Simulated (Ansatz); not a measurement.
The system is Cu3Ni.

```
Cu Ni
1.0
     1.31616   -2.06036    0.00000
     1.31616    2.06036    0.00000
     0.00000    0.00000    8.24586
Cu Ni
3 1
Direct
  0.50000 0.50000 0.24669
  0.00000 0.00000 0.50000
  0.50000 0.50000 0.75331
  0.00000 0.00000 0.00000
```

The cell comes from a database or a generator and needn't be the stable form of this composition.

Base run:

* Program: Ansatz 0.2.0
* Functional: PBEsol
* Potentials or basis: all-electron LAPW, scalar-relativistic
* Cutoff: 308 eV
* Density cutoff: 1230 eV
* Basis error allowed: 0.002 eV/atom
* k mesh: 12 × 12 × 4
* Occupations: fermi-dirac, width 0.05 eV
* Spin: collinear spin, ferromagnetic start
* Starting moments: [0.6, 0.6, 0.6, 1.0] μB

Its results: pressure -1.5 GPa; net moment 0.00 μB per cell; largest force 0.008 eV/Å.

Problem. The run is repeated on the same cell with these changes: functional from PBEsol to LDA. What comes out?

Solution. Pressure -8.3 GPa; net moment 0.00 μB per cell; largest force 0.019 eV/Å.

LDA binds more tightly than PBEsol, so the same cell stands under less pressure.

Not every run made on this cell is shown here.
